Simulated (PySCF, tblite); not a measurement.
**C3H7B2FO: geometry, infrared bands and NMR shifts**

Wanted: the infrared bands and NMR shifts of C3H7B2FO (`BOBC(=C)CF`), by calculation.

Programs: tblite 0.8.0 and PySCF 2.14.0, with density-fitted response routines of our own. Each step states its level of theory. These are calculated values for one molecule in the gas phase, unless marked as measured. Atoms count from 0, in the outputs and in this text.

**1. The starting structure**

14 atoms, charge 0, multiplicity 1; geometry from: force field or distance geometry start.

Bonds of the start (Å): B0–O1 1.47, O1–B2 1.47, B2–C3 1.59, C3–C4 1.36, C3–C5 1.50, C5–F6 1.39, B0–H7 1.19, B0–H8 1.18, B2–H9 1.18, C4–H10 1.08, C4–H11 1.09, C5–H12 1.10, C5–H13 1.10.

**2. Relaxing the molecule with GFN2-xTB**

Job settings and geometry (Å):

```
{"job": {"kind": "relax", "xc": "GFN2-xTB", "basis": "xTB"}, "charge": 0, "multiplicity": 1}
B      2.452200     0.026600    -0.580400
O      1.353400    -0.717800    -1.221000
B      0.459800    -1.100200    -0.120600
C     -0.815200    -0.207000     0.208700
C     -1.618000    -0.571100     1.237800
C     -1.073800     1.061900    -0.540800
F     -0.429400     2.114300     0.093500
H      2.382500     1.211200    -0.487300
H      3.425000    -0.533100    -0.216100
H      0.626400    -2.114200     0.459300
H     -1.437200    -1.474300     1.804800
H     -2.476200     0.038700     1.503700
H     -0.696800     0.986300    -1.569900
H     -2.153300     1.278100    -0.593800
```

Launch:

```bash
$ OMP_NUM_THREADS=1 python probes_run.py task.json out
```

This one command runs all jobs of the session in turn.

**Question.** This job is followed by: GFN2-xTB harmonic vibrations, gas phase; GIAO PBE0/pcSseg-1 NMR shielding, non-relativistic, gas phase. Predict these results of the whole session: strongest single infrared mode (GFN2-xTB); zero-point energy (GFN2-xTB); 13C shifts against TMS (PBE0/pcSseg-1); 1H shifts against TMS (PBE0/pcSseg-1, means over atoms taken as alike); 11B shifts against BF3·OEt2 (PBE0/pcSseg-1); 17O shifts against H2O (PBE0/pcSseg-1); 19F shifts against CFCl3 (PBE0/pcSseg-1); surface potential, 1st and 99th percentile.

The runs gave:

| quantity | value |
| --- | --- |
| strongest single infrared mode (GFN2-xTB) | 1625 cm⁻¹, 263 km/mol |
| zero-point energy (GFN2-xTB) | 62.3 kcal/mol |
| 13C shifts against TMS (PBE0/pcSseg-1) | 157.6, 146.6, 90.9 ppm |
| 1H shifts against TMS (PBE0/pcSseg-1, means over atoms taken as alike) | 6.49, 6.34, 5.52, 5.46, 5.34 ppm |
| 11B shifts against BF3·OEt2 (PBE0/pcSseg-1) | 40.5, 35.3 ppm |
| 17O shifts against H2O (PBE0/pcSseg-1) | 313.8 ppm |
| 19F shifts against CFCl3 (PBE0/pcSseg-1) | -239.9 ppm |
| surface potential, 1st and 99th percentile | -1.07 V and 1.09 V |

What this shows: Over 148 steps the energy fell by 1.790 eV; of the close pairs, B0–O1 changed most, 1.474 to 1.295 Å. No mode is imaginary among the 36: a minimum at this level. The strongest single mode, at 1625 cm⁻¹, moves mainly O1. Unscaled tight-binding wavenumbers are off by several per cent, some by more. Its intensities can rank the bands wrongly. The most deshielded carbon is C3 (fully substituted alkene carbon), at 157.6 ppm: the olefinic region. At PBE0/pcSseg-1, counted by nearest atom on the grid, the HOMO lies on C3, C4 about 28 % each; O1 9 %, the LUMO on B2 27 %; C4 25 %.
